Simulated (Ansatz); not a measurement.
Molecular dynamics of Mg13O12

Input file:

```yaml
crystal:
  lattice:
    - [5.446136, 0.0, 0.0]
    - [2.723068, 4.716492, 0.0]
    - [0.0, 0.0, 17.55844]
  atoms:
    - { symbol: Mg, position: [0.0, 0.0, 0.0569527] }
    - { symbol: O, position: [0.3333333, 0.8333333, 0.1202663] }
    - { symbol: Mg, position: [0.0, 0.5, 0.0569527] }
    - { symbol: O, position: [0.3333333, 0.3333333, 0.1202663] }
    - { symbol: Mg, position: [0.5, 0.0, 0.0569527] }
    - { symbol: O, position: [0.8333333, 0.8333333, 0.1202663] }
    - { symbol: Mg, position: [0.5, 0.5, 0.0569527] }
    - { symbol: O, position: [0.8333333, 0.3333333, 0.1202663] }
    - { symbol: Mg, position: [0.66501413, 0.65194384, 0.19696011] }
    - { symbol: O, position: [-0.0270387, 0.52657711, 0.27546779] }
    - { symbol: Mg, position: [0.64848751, 0.14021413, 0.19702699] }
    - { symbol: O, position: [0.97143691, 0.00364894, 0.26932465] }
    - { symbol: Mg, position: [0.16205119, 0.67873746, 0.19730215] }
    - { symbol: O, position: [0.50505924, 0.47408858, 0.26628422] }
    - { symbol: Mg, position: [0.1194412, 0.18577053, 0.20283517] }
    - { symbol: O, position: [0.46488838, -0.02219574, 0.26527964] }
    - { symbol: Mg, position: [0.32020362, 0.37343741, 0.34521784] }
    - { symbol: O, position: [0.65556672, 0.19119688, 0.4114812] }
    - { symbol: Mg, position: [0.29620855, 0.87428581, 0.34883524] }
    - { symbol: O, position: [0.63811192, 0.70499073, 0.41816959] }
    - { symbol: Mg, position: [0.80466521, 0.37463729, 0.34884204] }
    - { symbol: O, position: [0.15112637, 0.23718296, 0.41476016] }
    - { symbol: Mg, position: [0.80574004, 0.8478655, 0.35625882] }
    - { symbol: O, position: [0.1449492, 0.70882398, 0.42032803] }
    - { symbol: Mg, position: [0.49903944, 0.50015425, 0.47367365] }
basis:
  ecutwfc: 420.0
kpoints:
  mp_grid: { grid: [2, 2, 1] }
hamiltonian:
  xc: pbe
  pseudopotentials: { kind: paw, azcp: { folder: soft_1 } }
scf:
  occupations: { method: fermi_dirac, width: 0.05 }
  lower_state_search: "off"
md:
  timestep: 1.5
  n_steps: 180
  ensemble: nvt_langevin
  temperature: 1050.0
  initial_velocities: maxwell_boltzmann
  seed: 425654
  friction: 0.02
  constraints: [{ sites: [0, 1, 2, 3, 4, 5, 6, 7] }]
```

Run as:

```bash
$ ansatz run input.yaml --threads 2 --pin off --max-ram 5120MiB --backend cpu --events-out ev --progress --plain --runs-dir out
```

It goes on from the last frame of an earlier run, with new velocities.

Output, in part (step lines):

```
md step     0: t =     0.00 fs  T =  1050.0 K  F+E_penalty+E_count = -31832.84552723 eV  E_kin = 2.307291 eV  (20 SCF iters)
md step     1: t =     1.50 fs  T =   944.6 K  F+E_penalty+E_count = -31832.90057158 eV  E_kin = 2.075682 eV  (12 SCF iters)
md step     2: t =     3.00 fs  T =  1034.2 K  F+E_penalty+E_count = -31832.92940916 eV  E_kin = 2.272512 eV  (11 SCF iters)
md step     3: t =     4.50 fs  T =  1129.5 K  F+E_penalty+E_count = -31832.90398751 eV  E_kin = 2.482073 eV  (11 SCF iters)
md step     4: t =     6.00 fs  T =  1190.9 K  F+E_penalty+E_count = -31832.81497975 eV  E_kin = 2.616988 eV  (13 SCF iters)
md step     5: t =     7.50 fs  T =  1215.0 K  F+E_penalty+E_count = -31832.68295486 eV  E_kin = 2.669975 eV  (11 SCF iters)
md step     6: t =     9.00 fs  T =  1150.2 K  F+E_penalty+E_count = -31832.53287241 eV  E_kin = 2.527460 eV  (11 SCF iters)
md step     7: t =    10.50 fs  T =  1078.7 K  F+E_penalty+E_count = -31832.38509864 eV  E_kin = 2.370375 eV  (10 SCF iters)
[... lines left out ...]
md step   180: t =   270.00 fs  T =   888.1 K  F+E_penalty+E_count = -31832.85222841 eV  E_kin = 1.951492 eV  (13 SCF iters)
```

The steps, from the saved trajectory:

```csv
time (fs),T (K),potential energy less start (eV)
0,1050,0.000
9,1150,0.313
18,832,0.801
27,909,0.781
36,961,0.813
45,1036,0.897
54,1207,0.142
63,902,0.414
72,682,1.194
81,643,1.112
90,974,0.439
99,1432,0.395
108,903,0.746
117,858,0.510
126,882,0.247
135,1013,0.396
144,899,0.689
153,774,0.557
162,884,0.726
171,1132,0.185
180,1173,0.378
189,1043,0.630
198,772,0.903
207,923,0.801
216,978,0.845
225,1031,0.857
234,837,1.114
243,829,0.654
252,682,0.258
261,839,0.137
270,888,-0.007
```

All steps were run. The mean temperature of the second half is 13 % below the set value. A run of 0.27 ps of so small a system gives no equilibrium averages. Limits of this set-up: coarse k mesh, thin slab, slab without dipole correction.

Mean squared displacements from the first frame to the last: Mg 0.05 Å², O 0.05 Å².

Last frame:

```xyz
25
Lattice="5.4461 0.0000 0.0000 2.7231 4.7165 0.0000 0.0000 0.0000 17.5584" Properties=species:S:1:pos:R:3
Mg 0.000 0.000 1.000
O 4.085 3.930 2.112
Mg 1.361 2.358 1.000
O 2.723 1.572 2.112
Mg 2.723 0.000 1.000
O 6.808 3.930 2.112
Mg 4.085 2.358 1.000
O 5.446 1.572 2.112
Mg 5.436 3.211 3.625
O 1.427 2.406 4.731
Mg 4.142 0.856 3.504
O 5.362 -0.042 4.699
Mg 2.727 3.200 3.572
O 4.120 2.404 4.603
Mg 1.286 0.841 3.499
O 2.655 0.153 4.674
Mg 2.651 1.392 6.083
O 4.103 0.826 7.129
Mg 4.010 3.873 5.991
O 5.390 3.244 7.088
Mg 5.538 1.622 6.030
O 1.155 0.768 7.380
Mg 6.935 3.854 6.117
O 2.647 2.963 7.325
Mg 4.141 2.625 8.283
```

Run time: 25 min on 2 threads of Intel(R) Xeon(R) Platinum 8259CL CPU @ 2.50GHz (Skylake/Cascade Lake) (shared host), peak memory 1.1 GiB.
